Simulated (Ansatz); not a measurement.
# MnAs: the cost of one run

Computed with Ansatz 0.2.0 (DFT PBE, scalar-relativistic, plane waves, PAW).

The COD entry's cell or inner coordinates are ideal or old and differ from later refinements, so a difference from it is no clean test against experiment.

## Step 1: The starting structure

Symmetry: P6_3/mmc, No. 194, hexagonal system. The conventional cell has a = 3.710 Å, b = 3.710 Å, c = 5.691 Å, α = 90.00°, β = 90.00°, γ = 120.00°. Mn (site symmetry -3m) is surrounded by 6 As at 2.57 Å and 2 Mn at 2.85 Å. As (site symmetry -6m2) is surrounded by 6 Mn at 2.57 Å.

Coordinates:

```xyz
4
Lattice="3.7100 0.0000 0.0000 -1.8550 3.2130 0.0000 0.0000 0.0000 5.6910" Properties=species:S:1:pos:R:3 pbc="T T T"
Mn    0.0000    0.0000    0.0000
Mn    0.0000    0.0000    2.8455
As    0.0000    2.1420    1.4227
As    1.8550    1.0710    4.2683
```

Starting moments: Mn 3.50 μB.

## Step 2: First run, at the start cell

File input.yaml:

```yaml
crystal:
  lattice:
    - [3.71, 0.0, 0.0]
    - [-1.855, 3.212954248, 0.0]
    - [0.0, 0.0, 5.691]
  atoms:
    - { symbol: Mn, position: [0.0, 0.0, 0.0], spin: 3.5 }
    - { symbol: Mn, position: [0.0, 0.0, 0.5], spin: 3.5 }
    - { symbol: As, position: [0.3333333333, 0.6666666667, 0.25] }
    - { symbol: As, position: [0.6666666667, 0.3333333333, 0.75] }
basis:
  ecutwfc: 420
  ecutrho_ratio: 4
kpoints:
  mp_grid: { grid: [6, 6, 4] }
hamiltonian:
  xc: pbe
scf:
  occupations: { method: gaussian, width: 0.05 }
output:
  forces: true
  stress: true
  eigenvalues: true
  populations: true
magnetization:
  spin_polarized: true
relax:
  f_tol: 0.03
  max_steps: 60
  cell: { stress_tol: 0.3 }
```

Started as:

```
$ ansatz run input.yaml --threads 4 --pin off --max-ram 10240MiB --backend cpu --events-out ev --progress --plain --runs-dir out
```

Q: Estimate wall time and peak memory on 4 threads of Arm Neoverse N1, shared host.

About 26 s, with a peak of 0.46 GiB.
